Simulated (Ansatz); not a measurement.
# CrB2: properties at the relaxed cell

One table from this session's results is given with a row withheld; the runs are named, their logs left out.

Method: DFT r2SCAN, scalar-relativistic, plane waves, PAW, in Ansatz 0.2.0.

## The structure to begin with

Symmetry: P6/mmm, No. 191, hexagonal system. Conventional cell: a = 2.980 Å, b = 2.980 Å, c = 3.055 Å, α = 90.00°, β = 90.00°, γ = 120.00°. Cr (site symmetry 6/mmm) is surrounded by 12 B at 2.30 Å. Around B (site symmetry -6m2) lie 3 B at 1.72 Å and 6 Cr at 2.30 Å.

Coordinates:

```
Cr B
1.0
     2.98023    0.00000    0.00000
    -1.49012    2.58096    0.00000
     0.00000    0.00000    3.05485
Cr B
1 2
Direct
  0.00000 0.00000 0.00000
  0.33333 0.66667 0.50000
  0.66667 0.33333 0.50000
```

It is the result of an earlier relaxation at this level (volume 7.83 Å³/atom; gap on the mesh: none (metal), site moments up to 2.0 μB).

Set-up of the first run:

File input.yaml:

```yaml
crystal:
  lattice:
    - [2.9501294359, 0.0, 0.0]
    - [-1.475064718, 2.5548870359, 0.0]
    - [0.0, 0.0, 3.0239900895]
  atoms:
    - { symbol: Cr, position: [0.0, 0.0, 0.0], spin: 2.18 }
    - { symbol: B, position: [0.3333333333, 0.6666666667, 0.5] }
    - { symbol: B, position: [0.6666666667, 0.3333333333, 0.5] }
basis:
  ecutwfc: 500
kpoints:
  mp_grid: { grid: [18, 18, 14] }
hamiltonian:
  xc: r2scan
scf:
  occupations: { method: gaussian, width: 0.1 }
output:
  forces: true
  stress: true
  eigenvalues: true
  populations: true
magnetization:
  spin_polarized: true
relax:
  adjacent_minimum: "off"
  f_tol: 0.01
  max_steps: 30
  cell: { stress_tol: 0.1, fix: [volume] }
```

Launch:

```sh
> ansatz run input.yaml --threads 1 --pin off --max-ram 2560MiB --backend cpu --events-out ev --progress --plain --runs-dir out
```

Among the steps run: Point at V/V0 = 0.97; Volume × 1.03; The cell scaled to 0.94 of its volume; Point at V/V0 = 1.06; The cell scaled to 0.91 of its volume; The cell scaled to 1.10 of its volume; Point at V/V0 = 0.88.

One of the session's tables, all rows but one given; the rest of the session is left out.

It belongs to the step «Equation of state». 

```
volume (Å³/atom)  energy above the lowest point (meV/atom)  pressure (GPa)  largest moment (μB)
           6.893                                     104.9           38.80                 1.58
           7.128                                      56.8           27.16                 1.72
           7.363                                         ?               ?                    ?
           7.598                                       5.7            7.98                 1.92
           7.832                                       0.0            0.02                 1.98
           8.067                                       4.8           -6.46                 2.06
           8.302                                      18.2          -11.83                 2.15
           8.616                                      47.6          -18.09                 2.25
```

**Question.** Estimate the row for volume (Å³/atom) = 7.363.

Worked estimate for «energy above the lowest point (meV/atom)». A straight line through the neighbours (7.128, 56.8) and (7.598, 5.7) gives 56.8 + (5.7 − 56.8) × (7.363 − 7.128) / (7.598 − 7.128) = 31.2; a parabola fitted to 4 rows on both sides gives 24.2.

**Answer.** energy above the lowest point (meV/atom): 24.3; pressure (GPa): 17.23; largest moment (μB): 1.84. In «energy above the lowest point (meV/atom)» the line misses by +6.9 and the parabola by -0.1.

To keep in mind: Other magnetic orders or occupations could lie lower; they were not searched in full.
